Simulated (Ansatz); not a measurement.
# BClF2H2O: the cost of one run

Program: Ansatz 0.2.0. Level of theory: RKS LDA/def2-mTZVP. These are calculated values, not measurements.

### Step 1. The system as given

Bond lengths: B1–Cl2 2.210 Å, B1–F3 1.320 Å, B1–O4 1.410 Å, O4–H5 1.010 Å, B1–F6 1.620 Å, Cl2–H7 1.365 Å. Angles: B1–Cl2–H7 61.1°, Cl2–B1–F3 120.0°, Cl2–B1–O4 120.0°, Cl2–B1–F6 71.6°, F3–B1–O4 120.0°, F3–B1–F6 96.8°, O4–B1–F6 101.3°, B1–O4–H5 109.5°.

Coordinates:

```xyz
7

B     0.0000    0.0000    0.0000
Cl    0.0000    0.0000    2.2100
F     1.1431    0.0000   -0.6600
O    -1.2211    0.0000   -0.7050
H    -1.7308   -0.8467   -0.4965
F     0.0726    1.5356    0.5108
H     0.0564    1.1931    1.5499
```

### Step 2. Pulling towards end A

Springs on the bonds that form and break draw the guess towards this end; the thresholds are loose.

Contents of input.yaml:

```yaml
crystal:
  periodic: [false, false, false]
  atoms:
    - { symbol: B, position_ang: [0.0, 0.0, 0.0] }
    - { symbol: Cl, position_ang: [0.0, 0.0, 2.21] }
    - { symbol: F, position_ang: [1.1431, 0.0, -0.66] }
    - { symbol: O, position_ang: [-1.2211, 0.0, -0.705] }
    - { symbol: H, position_ang: [-1.7308, -0.8467, -0.4965] }
    - { symbol: F, position_ang: [0.0726, 1.5356, 0.5108] }
    - { symbol: H, position_ang: [0.0564, 1.1931, 1.5499] }
basis:
  gaussian: { orbitals: def2-mTZVP }
hamiltonian:
  xc: lda
relax:
  f_tol: 0.15
  max_steps: 25
  restrain:
    - { distance: [0, 5], at: 2.52, k: 30.0 }
    - { distance: [6, 1], at: 2.57, k: 30.0 }
    - { distance: [0, 1], at: 1.86, k: 30.0 }
    - { distance: [6, 5], at: 0.92, k: 30.0 }
```

Started as:

```bash
ansatz run input.yaml --threads 2 --pin off --max-ram 3072MiB --backend cpu --events-out ev --progress --plain --runs-dir out
```

**Question.** How long does this run take on 2 threads of Arm Neoverse V1, shared host, and how much memory does it need?

About 15 s, with a peak of 0.14 GiB.
